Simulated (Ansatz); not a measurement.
**H₂O with SbH₃: superposition error and deformation**

The task here is to estimate one member of a computed series from the others.

The runs use Ansatz 0.2.0, Gaussian basis; PBE0-D4 structures, single points in def2-TZVPPD.

Levels: PBE-D4, revPBE-D4, BLYP-D4, r2SCAN-D4, B97M-V, PBE0-D4, B3LYP-D4, HSE06-D4, wB97X-V, wB97M-V, B2PLYP, Hartree-Fock, MP2, CCSD, CCSD(T).

Cores are frozen in the correlated methods. Filled d shells of the heavier atoms are correlated. Core potentials replace the inner electrons past krypton, and spin-orbit coupling is left out. B3LYP uses VWN-RPA correlation. B2PLYP carries no dispersion term here.

129 further runs of the same task are left out: 129 set aside as unsound or not needed.

## The starting structure

The relaxed pair: 7 atoms, charge 0, spin multiplicity 1.

Atoms are counted from 1 here; the program's logs count them from 0.

Bond lengths: O1–H2 0.960 Å, O1–H3 0.960 Å, Sb4–H5 1.704 Å, Sb4–H6 1.718 Å, Sb4–H7 1.707 Å. Angles: H2–O1–H3 105.4°, H5–Sb4–H6 91.3°, H5–Sb4–H7 92.2°, H6–Sb4–H7 90.8°.

Geometry (Å):

```xyz
7
H5OSb
O     0.5400   -0.0204   -1.7498
H     0.2936    0.8717   -2.0056
H     0.1334   -0.5949   -2.4028
Sb   -0.2504   -0.7165    1.2306
H     1.1277    0.2834    1.2888
H    -0.5927   -0.4051    2.8847
H    -1.2518    0.5817    0.7541
```

Atoms 1 to 3 are fragment A (H₂O), the rest fragment B (SbH₃). From earlier runs, pair energy (eV) and counterpoise interaction (kcal/mol):

| method | E(pair) | interaction |
| --- | --- | --- |
| PBE-D4 | -8664.23899 | -2.29 |
| revPBE-D4 | -8667.65177 | -1.87 |
| BLYP-D4 | -8665.00651 | -1.93 |
| r2SCAN-D4 | -8668.16657 | -2.18 |
| B97M-V | -8666.12833 | -2.67 |
| PBE0-D4 | -8664.61717 | -2.24 |
| B3LYP-D4 | -8669.39585 | -2.13 |
| HSE06-D4 | -8664.44976 | -2.22 |
| wB97X-V | -8665.45134 | -2.29 |
| wB97M-V | -8664.51545 | -2.35 |
| B2PLYP | -8659.56762 | -1.27 |
| MP2 | -8644.55873 | -1.76 |
| CCSD(T) | -8645.47423 | -1.65 |

First each fragment is run alone in its own basis, frozen in the shape it has in the pair (a, b).

The first run:

Input file a/in.yaml:

```yaml
crystal:
  periodic: [false, false, false]
  atoms:
    - {symbol: O, position_ang: [0.539978, -0.020384, -1.749840]}
    - {symbol: H, position_ang: [0.293602, 0.871743, -2.005560]}
    - {symbol: H, position_ang: [0.133446, -0.594926, -2.402841]}
basis:
  gaussian: {orbitals: "def2-TZVPPD.json"}
hamiltonian: {xc: pbe, dispersion: d4}
```

Input file b/in.yaml:

```yaml
crystal:
  periodic: [false, false, false]
  atoms:
    - {symbol: Sb, position_ang: [-0.250350, -0.716466, 1.230567]}
    - {symbol: H, position_ang: [1.127669, 0.283406, 1.288846]}
    - {symbol: H, position_ang: [-0.592677, -0.405124, 2.884703]}
    - {symbol: H, position_ang: [-1.251768, 0.581651, 0.754127]}
basis:
  gaussian: {orbitals: "def2-TZVPPD.json"}
hamiltonian: {xc: pbe, dispersion: d4}
```

The basis file named in the input lies beside it (Basis Set Exchange, JSON).

Each run has its own folder and the same command.

Launch:

```bash
> ansatz run in.yaml --threads 2 --pin off --events-out ev --progress --plain --max-ram 5222MiB
```

Among the steps run: PBE-D4/def2-TZVPPD; r2SCAN-D4/def2-TZVPPD; PBE0-D4/def2-TZVPPD; B3LYP-D4/def2-TZVPPD; wB97X-V/def2-TZVPPD; wB97M-V/def2-TZVPPD; B2PLYP/def2-TZVPPD; BLYP-D4/def2-TZVPPD; revPBE-D4/def2-TZVPPD; B97M-V/def2-TZVPPD; HSE06-D4/def2-TZVPPD; CCSD(T)/def2-TZVPPD; Relaxing H₂O alone; Relaxing SbH₃ alone.

One of the session's tables, all rows but one given; the rest of the session is left out.

| method | interaction with counterpoise (kcal/mol) |
| --- | --- |
| PBE-D4 | -2.29 |
| revPBE-D4 | -1.87 |
| BLYP-D4 | -1.93 |
| r2SCAN-D4 | -2.18 |
| B97M-V | -2.67 |
| PBE0-D4 | -2.24 |
| B3LYP-D4 | -2.13 |
| HSE06-D4 | -2.22 |
| wB97X-V | -2.29 |
| wB97M-V | -2.35 |
| B2PLYP | -1.27 |
| Hartree-Fock | -0.54 |
| MP2 | -1.76 |
| CCSD | ? |
| CCSD(T) | -1.65 |

Q: Estimate the row for CCSD from the others.

**Answer.** interaction with counterpoise (kcal/mol): -1.43. In the column «interaction with counterpoise (kcal/mol)» it lies between CCSD(T) (-1.65) and B2PLYP (-1.27).
